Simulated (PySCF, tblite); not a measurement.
**C5H9OS radical: geometry, infrared bands and EPR parameters**

What infrared bands and EPR parameters should C5H9OS radical (`[CH2]C(=O)CCCS`) show?

Computed with tblite 0.8.0 and PySCF 2.14.0, with density-fitted response routines of our own, on a single molecule in the gas phase. Atoms are numbered from 0 throughout.

### 1 Starting geometry

16 atoms, charge 0, multiplicity 2; geometry from: force field or distance geometry start.

Bonds of the start (Å): C0–C1 1.46, C1–O2 1.24, C1–C3 1.52, C3–C4 1.54, C4–C5 1.52, C5–S6 1.82, C0–H7 1.08, C0–H8 1.08, C3–H9 1.09, C3–H10 1.09, C4–H11 1.10, C4–H12 1.09, C5–H13 1.10, C5–H14 1.09, S6–H15 1.33.

### 2 Relaxing the molecule with GFN2-xTB

Job settings and geometry (Å):

```
{"job": {"kind": "relax", "xc": "GFN2-xTB", "basis": "xTB"}, "charge": 0, "multiplicity": 2}
C     -2.603200     0.493400     0.493500
C     -1.514000    -0.356200     0.025900
O     -1.502000    -1.552500     0.345700
C     -0.444700     0.284700    -0.840300
C      0.886900    -0.478300    -0.774300
C      1.562400    -0.492500     0.586700
S      2.094900     1.166800     1.122900
H     -3.375800     0.050600     1.109200
H     -2.630600     1.539500     0.233000
H     -0.312700     1.322200    -0.535400
H     -0.822900     0.267600    -1.863400
H      0.717300    -1.519800    -1.088100
H      1.563900    -0.043700    -1.516200
H      2.463200    -1.126600     0.542700
H      0.904200    -0.901400     1.356600
H      3.005600     1.355200     0.175800
```

Started as:

```
OMP_NUM_THREADS=1 python probes_run.py task.json out
```

The driver reads the jobs from task.json and runs them one after another.

**Question.** This job is followed by: GFN2-xTB harmonic vibrations, gas phase; UKS B3LYP, pcH-1 on C H O S, non-relativistic, mean-field spin-orbit, GIAO. What will the session give for the following? strongest single infrared mode (GFN2-xTB); zero-point energy (GFN2-xTB); g(iso) (B3LYP); ⟨S²⟩; largest a(iso) (averaged by class); potential on the surface of density 0.002 e/bohr³, 1st and 99th percentile.

As calculated:

```
                                                                  quantity                  value
                                 strongest single infrared mode (GFN2-xTB)  1560 cm⁻¹, 211 km/mol
                                              zero-point energy (GFN2-xTB)          77.7 kcal/mol
                                                            g(iso) (B3LYP)                2.00509
                                                                      ⟨S²⟩     0.764 (exact 0.75)
                                        largest a(iso) (averaged by class)    13C on C0, 68.1 MHz
potential on the surface of density 0.002 e/bohr³, 1st and 99th percentile     -1.56 V and 1.23 V
```

What this shows: Relaxing lowered the energy by 0.093 eV in 100 steps; the close pair that moved most is C0–C1, from 1.458 to 1.414 Å. No mode is imaginary among the 42: a minimum at this level. The strongest single mode, at 1560 cm⁻¹, moves mainly C1 and O2. Unscaled tight-binding wavenumbers are off by several per cent, some by more. Its intensities can rank the bands wrongly. C0 carries the largest spin population, 0.89 e. The isotropic g lies 2.8 ppt above the free-electron value. These values are for one conformer; the search (at its own cheap level) found 2 more, at 1.41, 2.13 kcal/mol, and measured spectra average over such forms.
